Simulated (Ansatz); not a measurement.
# In3C2: one candidate structure

Aim: relax In3C2 from this start, A-type sesquioxide type (P-3m1, No. 164), and see where it ends.

Computed with Ansatz 0.2.0 (DFT PBE, scalar-relativistic, plane waves, PAW, unless a step's input says otherwise).

1 further run of the same task is left out (set aside as unsound or not needed).

### Step 1. The starting structure

It takes space group P-3m1 (No. 164, trigonal). The conventional cell has a = 3.994 Å, b = 3.994 Å, c = 6.214 Å, α = 90.00°, β = 90.00°, γ = 120.00°. In (site symmetry -3m) is surrounded by 6 C at 2.76 Å. Around In (site symmetry 3m) lie 4 C at 2.41 to 2.49 Å. Around C (site symmetry 3m) lie 7 In at 2.41 to 2.76 Å.

Coordinates:

```
In C
1.0
     3.99406    0.00000    0.00000
    -1.99703    3.45895    0.00000
     0.00000    0.00000    6.21410
In C
3 2
Direct
  0.00000 0.00000 0.00000
  0.33333 0.66667 0.64500
  0.66667 0.33333 0.35500
  0.33333 0.66667 0.24500
  0.66667 0.33333 0.75500
```

### Step 2. A first look at the start

The input, input.yaml:

```yaml
crystal:
  lattice:
    - [3.9940565442, 0.0, 0.0]
    - [-1.9970282721, 3.4589544314, 0.0]
    - [0.0, 0.0, 6.214103202]
  atoms:
    - { symbol: In, position: [0.0, 0.0, 0.0] }
    - { symbol: In, position: [0.3333333333, 0.6666666667, 0.645] }
    - { symbol: In, position: [0.6666666667, 0.3333333333, 0.355] }
    - { symbol: C, position: [0.3333333333, 0.6666666667, 0.245] }
    - { symbol: C, position: [0.6666666667, 0.3333333333, 0.755] }
basis:
  ecutwfc: 420
kpoints:
  mp_grid: { grid: [6, 6, 4] }
hamiltonian:
  xc: pbe
scf:
  occupations: { method: gaussian, width: 0.1 }
  lower_state_search: "off"
output:
  forces: true
  stress: true
  eigenvalues: true
```

Launch:

```bash
ansatz run input.yaml --threads 1 --pin off --max-ram 2560MiB --backend cpu --events-out ev --progress --plain --runs-dir out
```

The program printed, cut to the lines that bear on the results:

```text
[...]
SCF converged after 7 iterations
Free energy (F): -17288.854108 eV
[...]
E sigma→0 (E₀):  -17288.847813 eV
Entropy (-TS):   -0.012590 eV (-2.518 meV/atom)
Fermi energy:    11.256954 eV
[...]
--- Forces (eV/Å), atoms counted from 1 ---
  atom   1  In     0.00000000     0.00000000     0.00000000
  atom   2  In     0.00000000    -0.00000000     0.91484037
  atom   3  In    -0.00000000     0.00000000    -0.91484037
  atom   4  C      0.00000000    -0.00000000     0.33650860
  atom   5  C     -0.00000000     0.00000000    -0.33650860
[...]
--- Stress (GPa, compression-positive) ---
       -2.212468       0.000000      -0.000000
        0.000000      -2.212468       0.000000
       -0.000000      -0.000000       6.504647
  P = ⅓ Tr σ = 0.6932 GPa (6.932 kbar)
--- Band table (eV; the first three rows and the last of 24) ---
[...]
```

Run time: 8.5 s. Hardware: 1 thread of AMD EPYC (Zen 3), shared host; peak memory 0.38 GiB.

Read-out: pressure 0.7 GPa, largest force 0.91 eV/Å, gap on this mesh none (metal). With stress or forces this large, a rough relaxation on a coarse mesh goes ahead of the careful one.

### Step 3. A loose first relaxation

Changes to input.yaml since step 2:

```diff
@@ -24 +24,6 @@
   eigenvalues: true
+relax:
+  adjacent_minimum: "off"
+  f_tol: 0.04
+  max_steps: 70
+  cell: { stress_tol: 0.4 }
```

Launch:

```bash
ansatz run input.yaml --threads 1 --pin off --max-ram 2560MiB --backend cpu --events-out ev --progress --plain --runs-dir out
```

The program printed:

```text
Warning: RAYON_NUM_THREADS=1 ignored (pool sized by the plan → 1); use --threads N
Engine: ansatz 0.2.0, x86_64-unknown-linux-gnu
Pseudopotentials: kind: paw
Pseudopotential: In, paw, valence charge 13, recommended cutoff 420 eV (normal), In.paw.azcp
Pseudopotential: C, paw, valence charge 4, recommended cutoff 420 eV (normal), C.paw.azcp
Functional definition: PBE
  parameter kappa = 0.804
  parameter beta = 0.06672455060314922
  exchange = pbe_x(kappa = kappa, mu = beta*pi^2/3)
  correlation = pbe_c(beta = beta)
Crystal: 5 atoms, lattice volume = 85.849 Å³
Basis set: ecut = 420 eV, 1701 PW (Γ), exchange–correlation on 54×54×90 points (8 copies of the dense FFT grid, shifted against one another)
Bands: 29, of which v1, the nominal top of the filled ones, is band 24 counted from 1 (23 counted from 0)
Symmetry: 12 space group operations
Space group: P-3m1 (ITA 164), of the structure as read, at distance tolerance 4.4e-5 Å
k-points: 24 of 144
Non-local potential: In, projectors of the file, l = 0: 2, l = 1: 2, l = 2: 2, l = 3: 2
Non-local potential: C, projectors of the file, l = 0: 2, l = 1: 2, l = 2: 1
PAW form: soft (Blöchl's): semilocal exchange-correlation on the pseudo side does not see the compensation charge
PAW one-centre angular grid: In, 590 points (default); XC on 64 Gauss nodes
PAW one-centre angular grid: C, 110 points (default); XC on 64 Gauss nodes
Initial density: superposition of atomic densities (neutral atoms: chi_scale 0, normalization atom), corrected by the library's trained network
Initial wavefunctions: pseudopotential atomic-orbital guess
Functional: x = pbe(κ = 0.804, μ = 0.2195149727645171), c = pbe(β = 0.06672455060314922)
SCF iter   1: F=—  HF=-17288.859490 eV  |F-HF|=—  |Δ(HF+E_count)|=         —  Δρ=3.30e-3  dr2=1.13e-2  ethr=1.77e-3  ⟨swp⟩=5.9  Hψ=3090  notcnv=0
preconditioner: auto → Kerker (q_TF=auto, 2.468 Å⁻¹)  [metal: Δε(μ)=0.080 eV  Ē_g=14.149 eV  σ=0.100 eV  W_gap=0.43  n_scr=22 (ndim 8)  ℏωp=27.5 eV  f_vac=0.001  D(μ)=2.41/eV (n_scr^D=22)]
SCF iter   2: F=—  HF=-17288.854753 eV  |F-HF|=—  |Δ(HF+E_count)|=   4.74e-3  Δρ=1.74e-3  dr2=3.02e-3  ethr=2.40e-5  ⟨swp⟩=1.7  Hψ=1044  notcnv=0
SCF iter   3: F=—  HF=-17288.854210 eV  |F-HF|=—  |Δ(HF+E_count)|=   5.42e-4  Δρ=4.60e-4  dr2=4.85e-4  ethr=6.43e-6  ⟨swp⟩=2.8  Hψ=1206  notcnv=0
SCF iter   4: F=—  HF=-17288.854140 eV  |F-HF|=—  |Δ(HF+E_count)|=   7.05e-5  Δρ=1.98e-4  dr2=1.41e-4  ethr=1.03e-6  ⟨swp⟩=1.3  Hψ=681  notcnv=0
SCF iter   5: F=—  HF=-17288.854115 eV  |F-HF|=—  |Δ(HF+E_count)|=   2.46e-5  Δρ=5.95e-5  dr2=7.58e-6  ethr=3.00e-7  ⟨swp⟩=2.0  Hψ=807  notcnv=0
SCF iter   6: F=—  HF=-17288.854108 eV  |F-HF|=—  |Δ(HF+E_count)|=   7.19e-6  Δρ=1.86e-5  dr2=5.16e-7  ethr=1.61e-8  ⟨swp⟩=2.0  Hψ=819  notcnv=0
SCF iter   7: F=-17288.854108 eV  HF=-17288.854108 eV  |F-HF|=5.68e-9  |Δ(HF+E_count)|=   2.79e-8  Δρ=6.39e-6  dr2=5.61e-8  ethr=2.13e-10  ⟨swp⟩=7.5  Hψ=3120  notcnv=0
SCF 1 converged in 7 iterations: F = -17288.854108 eV  dr2 = 5.61e-8
relax step   1: F+E_penalty+E_count = -17288.85410810 eV  Δ(F+E_penalty+E_count) = +0.000e0 eV  max|allowed force component| = 9.148e-1 eV/Å  Δτ_max = 0.0000 Å  P = +0.693 GPa  Ω = 85.849 Å³  (7 SCF iters, dr2 threshold 1.00e-7 eV, accepted)
Crystal: 5 atoms, lattice volume = 88.833 Å³
Basis set: ecut = 420 eV, 1761 PW (Γ), exchange–correlation on 54×54×90 points (8 copies of the dense FFT grid, shifted against one another)
Initial density: handed on by an earlier stage of this run
Initial wavefunctions: those handed on with the density
iter 1 solved again at ethr=1.03e-4 eV; its pass at ethr=3.10e-3 eV (dr2=4.84e-2 eV) is discarded
SCF iter   1: F=—  HF=-17289.197130 eV  |F-HF|=—  |Δ(HF+E_count)|=         —  Δρ=9.84e-3  dr2=4.83e-2  ethr=1.03e-4  ⟨swp⟩=1.0  Hψ=4197  notcnv=0
preconditioner: auto → Kerker (q_TF=auto, 2.454 Å⁻¹)  [metal: Δε(μ)=0.043 eV  Ē_g=14.049 eV  σ=0.100 eV  W_gap=0.24  n_scr=22 (ndim 8)  ℏωp=27.0 eV  f_vac=0.004  D(μ)=1.63/eV (n_scr^D=2)]
SCF iter   2: F=—  HF=-17289.185546 eV  |F-HF|=—  |Δ(HF+E_count)|=   1.16e-2  Δρ=5.12e-3  dr2=1.50e-2  ethr=1.03e-4  ⟨swp⟩=2.0  Hψ=1250  notcnv=0
SCF iter   3: F=—  HF=-17289.181967 eV  |F-HF|=—  |Δ(HF+E_count)|=   3.58e-3  Δρ=7.81e-4  dr2=1.05e-3  ethr=3.19e-5  ⟨swp⟩=2.9  Hψ=1286  notcnv=0
SCF iter   4: F=—  HF=-17289.181857 eV  |F-HF|=—  |Δ(HF+E_count)|=   1.10e-4  Δρ=2.40e-4  dr2=1.59e-4  ethr=2.23e-6  ⟨swp⟩=1.9  Hψ=781  notcnv=0
SCF iter   5: F=—  HF=-17289.181836 eV  |F-HF|=—  |Δ(HF+E_count)|=   2.09e-5  Δρ=9.09e-5  dr2=2.08e-5  ethr=3.38e-7  ⟨swp⟩=2.0  Hψ=827  notcnv=0
SCF iter   6: F=—  HF=-17289.181834 eV  |F-HF|=—  |Δ(HF+E_count)|=   1.91e-6  Δρ=4.20e-5  dr2=3.11e-6  ethr=4.42e-8  ⟨swp⟩=2.1  Hψ=839  notcnv=0
SCF iter   7: F=-17289.181834 eV  HF=-17289.181834 eV  |F-HF|=7.91e-8  |Δ(HF+E_count)|=   2.07e-7  Δρ=1.16e-5  dr2=3.02e-7  ethr=1.06e-9  ⟨swp⟩=6.3  Hψ=3074  notcnv=0
SCF 2 converged in 7 iterations: F = -17289.181834 eV  dr2 = 3.02e-7
relax step   2: F+E_penalty+E_count = -17289.18183417 eV  Δ(F+E_penalty+E_count) = -3.277e-1 eV  max|allowed force component| = 3.722e-1 eV/Å  Δτ_max = 0.1123 Å  P = -1.189 GPa  Ω = 88.833 Å³  energy of the carried Pulay correction = -3.033e-3 eV  (7 SCF iters, dr2 threshold 5.00e-7 eV, accepted)
Crystal: 5 atoms, lattice volume = 88.643 Å³
Basis set: ecut = 420 eV, 1751 PW (Γ), exchange–correlation on 54×54×90 points (8 copies of the dense FFT grid, shifted against one another)
iter 1 solved again at ethr=2.58e-4 eV; its pass at ethr=3.10e-3 eV (dr2=1.21e-1 eV) is discarded
SCF iter   1: F=—  HF=-17289.420703 eV  |F-HF|=—  |Δ(HF+E_count)|=         —  Δρ=1.15e-2  dr2=1.22e-1  ethr=2.58e-4  ⟨swp⟩=1.0  Hψ=4231  notcnv=0
preconditioner: auto → Resta (q_TF=auto, 2.455 Å⁻¹)  ε∞=4.7  [insulator: Δε(μ)=0.219 eV  Ē_g=14.065 eV  σ=0.100 eV  W_gap=0.75  n_scr=22 (ndim 8)  ℏωp=27.0 eV  f_vac=0.001  D(μ)=1.18/eV (n_scr^D=2)  ε∞_Penn≈4.7]
SCF iter   2: F=—  HF=-17289.399254 eV  |F-HF|=—  |Δ(HF+E_count)|=   2.14e-2  Δρ=5.69e-3  dr2=2.48e-2  ethr=2.58e-4  ⟨swp⟩=1.8  Hψ=728  notcnv=0
SCF iter   3: F=—  HF=-17289.395190 eV  |F-HF|=—  |Δ(HF+E_count)|=   4.06e-3  Δρ=8.08e-4  dr2=4.39e-4  ethr=5.27e-5  ⟨swp⟩=2.0  Hψ=877  notcnv=0
SCF iter   4: F=—  HF=-17289.395332 eV  |F-HF|=—  |Δ(HF+E_count)|=   1.41e-4  Δρ=1.59e-4  dr2=2.26e-5  ethr=9.33e-7  ⟨swp⟩=2.4  Hψ=1028  notcnv=0
SCF iter   5: F=—  HF=-17289.395343 eV  |F-HF|=—  |Δ(HF+E_count)|=   1.11e-5  Δρ=4.93e-5  dr2=2.35e-6  ethr=4.81e-8  ⟨swp⟩=2.0  Hψ=1228  notcnv=0
SCF iter   6: F=-17289.395344 eV  HF=-17289.395344 eV  |F-HF|=1.13e-7  |Δ(HF+E_count)|=   1.44e-6  Δρ=1.11e-5  dr2=1.85e-7  ethr=1.06e-9  ⟨swp⟩=7.0  Hψ=3184  notcnv=0
SCF 3 converged in 6 iterations: F = -17289.395344 eV  dr2 = 1.85e-7
relax step   3: F+E_penalty+E_count = -17289.39534439 eV  Δ(F+E_penalty+E_count) = -2.135e-1 eV  max|allowed force component| = 9.544e-2 eV/Å  Δτ_max = 0.1641 Å  P = +1.941 GPa  Ω = 88.643 Å³  energy of the carried Pulay correction = -2.843e-3 eV  (6 SCF iters, dr2 threshold 5.00e-7 eV, accepted)
[... 12 lines left out ...]
relax step   4: F+E_penalty+E_count = -17289.45328254 eV  Δ(F+E_penalty+E_count) = -5.794e-2 eV  max|allowed force component| = 1.263e-1 eV/Å  Δτ_max = 0.0385 Å  P = +0.477 GPa  Ω = 91.668 Å³  energy of the carried Pulay correction = -5.821e-3 eV  (7 SCF iters, dr2 threshold 5.00e-7 eV, accepted)
[... 12 lines left out ...]
relax step   5: F+E_penalty+E_count = -17289.46573791 eV  Δ(F+E_penalty+E_count) = -1.246e-2 eV  max|allowed force component| = 3.979e-2 eV/Å  Δτ_max = 0.0174 Å  P = +0.003 GPa  Ω = 92.926 Å³  energy of the carried Pulay correction = -7.030e-3 eV  (6 SCF iters, dr2 threshold 5.00e-7 eV, accepted)
[... 12 lines left out ...]
relax step   6: F+E_penalty+E_count = -17289.49968966 eV  Δ(F+E_penalty+E_count) = -3.395e-2 eV  max|allowed force component| = 2.918e-2 eV/Å  Δτ_max = 0.0000 Å  P = +0.441 GPa  Ω = 92.926 Å³  stress off target by 1.28e0 GPa  SCF on the basis re-selected at this cell (its energy is not comparable with the rows above)  (6 SCF iters)
[... 13 lines left out ...]
relax step   7: F+E_penalty+E_count = -17289.50600518 eV  Δ(F+E_penalty+E_count) = -6.316e-3 eV  max|allowed force component| = 2.296e-2 eV/Å  Δτ_max = 0.0177 Å  P = +0.278 GPa  Ω = 94.101 Å³  energy of the carried Pulay correction = -1.113e-3 eV  (6 SCF iters, dr2 threshold 5.00e-7 eV, accepted)
iter 1 solved again at ethr=1.41e-7 eV; its pass at ethr=3.10e-3 eV (dr2=6.63e-5 eV) is discarded
SCF iter   1: F=—  HF=-17289.507245 eV  |F-HF|=—  |Δ(HF+E_count)|=         —  Δρ=6.14e-5  dr2=5.76e-7  ethr=1.41e-7  ⟨swp⟩=3.0  Hψ=4831  notcnv=0
preconditioner: auto → Resta (q_TF=auto, 2.430 Å⁻¹)  ε∞=4.6  [insulator: Δε(μ)=0.196 eV  Ē_g=13.883 eV  σ=0.100 eV  W_gap=0.83  n_scr=22 (ndim 8)  ℏωp=26.2 eV  f_vac=0.002  D(μ)=1.07/eV (n_scr^D=2)  ε∞_Penn≈4.6]
SCF iter   2: F=—  HF=-17289.507263 eV  |F-HF|=—  |Δ(HF+E_count)|=   1.82e-5  Δρ=3.17e-5  dr2=1.20e-7  ethr=1.23e-9  ⟨swp⟩=2.2  Hψ=1257  notcnv=0
SCF iter   3: F=—  HF=-17289.507264 eV  |F-HF|=—  |Δ(HF+E_count)|=   8.02e-7  Δρ=5.22e-6  dr2=4.19e-9  ethr=2.55e-10  ⟨swp⟩=2.4  Hψ=1189  notcnv=0
iter 4 did not close the SCF: its close was put off for the readings that it lacked (scf_convergence_deferred on its scf_iter line)
SCF iter   4: F=-17289.507264 eV  HF=-17289.507264 eV  |F-HF|=1.35e-10  |Δ(HF+E_count)|=   2.16e-8  Δρ=4.21e-7  dr2=1.58e-10  ethr=8.91e-12  ⟨swp⟩=2.4  Hψ=1243  notcnv=0
iter 5 did not close the SCF: its close was put off for the readings that it lacked (scf_convergence_deferred on its scf_iter line)
SCF iter   5: F=-17289.507264 eV  HF=-17289.507264 eV  |F-HF|=2.91e-11  |Δ(HF+E_count)|=  1.35e-10  Δρ=1.39e-7  dr2=2.93e-11  ethr=1.00e-12  ⟨swp⟩=2.1  Hψ=847  notcnv=0
SCF iter   6: F=-17289.507264 eV  HF=-17289.507264 eV  |F-HF|=0.00e0  |Δ(HF+E_count)|=  4.00e-11  Δρ=4.53e-8  dr2=3.13e-12  ethr=1.00e-12  ⟨swp⟩=2.0  Hψ=1644  notcnv=0
SCF 8 converged in 6 iterations: F = -17289.507264 eV  dr2 = 3.13e-12
relax step   8: F+E_penalty+E_count = -17289.50726393 eV  Δ(F+E_penalty+E_count) = -1.259e-3 eV  max|allowed force component| = 2.313e-2 eV/Å  Δτ_max = 0.0000 Å  P = +0.278 GPa  Ω = 94.101 Å³  stress off target by 2.92e-1 GPa  SCF on the basis re-selected at this cell (its energy is not comparable with the rows above)  (6 SCF iters)
basis re-selected at this cell: Δ(F+E_penalty+E_count) = -1.259e-3 eV, ΔP = +0.000 GPa vs the last step (what re-selecting the basis moved, of the pressure what is left beyond the Pulay correction that the steps carried, after the strain that the cell walked since its last selection, with what the two solves' SCF thresholds leave and, on support functions, any second-order correction that the steps lacked; it is no measure of the basis error at this ecutwfc). This SCF's stress stands 2.92e-1 GPa from its target on what of the cell is left free (relax.cell.stress_tol is 4.00e-1 GPa) and its largest allowed force component is 2.31e-2 eV/Å (relax.f_tol is 4.00e-2 eV/Å): within both
SCF converged after 6 iterations
Free energy (F): -17289.507264 eV
Harris-Foulkes:  -17289.507264 eV  (|F-HF|=0.00e0)
Internal energy: -17289.501902 eV  (E = F + TS)
E sigma→0 (E₀):  -17289.504583 eV
Entropy (-TS):   -0.005362 eV (-1.072 meV/atom)
Fermi energy:    9.362819 eV
--- Per-component energies (eV) ---
  E_band       = -57.693304
  E_kinetic    = 892.701763
  E_local      = -3523.024971  (includes V_loc(G=0)·N_el)
  E_nonlocal   = 1156.117727
  E_hartree    = 1373.794522
  E_xc         = -739.180761
  E_vxc        = -413.074158  (∫ρ·V_xc dr)
  E_paw        = -12659.663767  (= ΣΔE_a)
  E_vpaw       = -918.002865  (= ΣTr[D̂ρ^β])
  E_aug_tail   = 0.000090  (compensation charges beyond the density's cutoff)
  E_ewald      = -3790.246506
  E_smearing   = -0.005362  (= −TS)
  E_closure    = 0.000000  (closes the sum)
  Σ components = -17289.507264   (vs F -17289.507264, Δ=0.00e0)
--- Forces (eV/Å), atoms counted from 1 ---
  atom   1  In     0.00000000     0.00000000     0.00000000
  atom   2  In    -0.00000000    -0.00000000     0.02313143
  atom   3  In     0.00000000     0.00000000    -0.02313143
  atom   4  C     -0.00000000    -0.00000000    -0.02005814
  atom   5  C      0.00000000     0.00000000     0.02005814
  max |Σ_I F_I| component: 3.70e-17 eV/Å
--- Stress (GPa, compression-positive) ---
        0.291765      -0.000000      -0.000000
       -0.000000       0.291765      -0.000000
       -0.000000      -0.000000       0.250977
  P = ⅓ Tr σ = 0.2782 GPa (2.782 kbar)
--- Band table (eV; the first three rows and the last of 24) ---
  k-point 0: bands = ["-5.0734", "-4.9644", "-4.9644", "-4.9635", "-4.9059", "-4.9059", "-4.6875", "-4.6875", "-4.6716", "-4.6235", "-4.6235", "-4.5329", "-4.5329", "-4.3750", "-4.3750", "-2.4694", "-0.6163", "2.8327", "7.6043", "8.1815", "9.0029", "9.0029", "9.5909", "9.5909", "11.0547", "12.3830", "14.2334", "14.6712", "14.6712"]
  k-point 1: bands = ["-5.0949", "-4.9582", "-4.9582", "-4.9303", "-4.9033", "-4.9033", "-4.6819", "-4.6807", "-4.6807", "-4.6489", "-4.6489", "-4.5394", "-4.5394", "-4.3588", "-4.3588", "-2.3988", "-0.8394", "3.3677", "6.3839", "9.0025", "9.0025", "9.1815", "9.5977", "9.5977", "11.0779", "11.6154", "14.6313", "14.6313", "14.9738"]
  k-point 2: bands = ["-5.1104", "-4.9532", "-4.9532", "-4.9014", "-4.8977", "-4.8977", "-4.6939", "-4.6786", "-4.6786", "-4.6694", "-4.6694", "-4.5455", "-4.5455", "-4.3448", "-4.3448", "-2.3123", "-1.0566", "4.2533", "5.2475", "9.0022", "9.0022", "9.6045", "9.6045", "9.9550", "10.6882", "11.2862", "14.5920", "14.5920", "15.0841"]
  k-point 23: bands = ["-4.9952", "-4.9952", "-4.9068", "-4.9068", "-4.9001", "-4.8300", "-4.8300", "-4.7069", "-4.6237", "-4.6237", "-4.5082", "-4.4657", "-4.4657", "-4.4621", "-4.3733", "0.4669", "0.4669", "4.0303", "4.0303", "5.0061", "5.1608", "8.5115", "8.5115", "8.7206", "10.1805", "10.1805", "13.0277", "14.8365", "14.8365"]
--- Relaxed structure (6 steps of the walk, 6 accepted, 2 SCFs on fresh bases) ---
  F+E_penalty+E_count = -17289.50726393 eV   max|allowed force component| = 2.313e-2 eV/Å   (the final SCF, on the basis selected at the relaxed cell)
  cell:  # Å, volume = 94.1011 Å³
    - [3.8259487794392344, 4.8242783961940285e-33, 7.806823057502206e-17]
    - [-1.9129743897196172, 3.313368836572444, -3.903411528751104e-17]
    - [1.2146148564101006e-16, 1.0851749704132698e-33, 7.423107446894553]
  atoms:
    - { symbol: In, position: [3.822203067836331e-34, -4.083166326381673e-35, -1.1166364121010985e-18] }
    - { symbol: In, position: [0.33333333333333337, 0.6666666666666667, 0.6582824812043041] }
    - { symbol: In, position: [0.6666666666666667, 0.33333333333333337, 0.3417175187956959] }
    - { symbol: C, position: [0.33333333333333337, 0.6666666666666667, 0.30025849986850733] }
    - { symbol: C, position: [0.6666666666666667, 0.33333333333333337, 0.6997415001314926] }
```

Run time: 86 s. Hardware: 1 thread of AMD EPYC (Zen 3), shared host; peak memory 0.4 GiB.

Relaxation path:

```
step  E - E(step 1) (eV/cell)  largest force component (eV/Å)  pressure (GPa)  volume (Å³)
   1                   0.0000                          0.9148            0.69        85.85
   2                  -0.3277                          0.3722           -1.19        88.83
   3                  -0.5412                          0.0954            1.94        88.64
   4                  -0.5992                          0.1263            0.48        91.67
   5                  -0.6116                          0.0398            0.00        92.93
   6                  -0.6456                          0.0292            0.44        92.93
   7                  -0.6519                          0.0230            0.28        94.10
   8                  -0.6532                          0.0231            0.28        94.10
```

Step 1 is the start. Steps 6, 8 each repeat the geometry before them on a plane-wave basis chosen anew, so the energy can jump there without any move.

|  | before | after | change |
| --- | --- | --- | --- |
| a (Å) | 3.994 | 3.826 | -4.2 % |
| b (Å) | 3.994 | 3.826 | -4.2 % |
| c (Å) | 6.214 | 7.423 | +19.5 % |
| volume (Å³/atom) | 17.17 | 18.82 | +9.6 % |
| shortest distance (Å) | 2.405 | 2.230 | -7.3 % |
| space group (0.01 Å) | P-3m1 | P-3m1 | same |

The run keeps the 12 symmetry operations of the start, so it could not have lowered the symmetry.

(Part 1 of 2 ends here.)
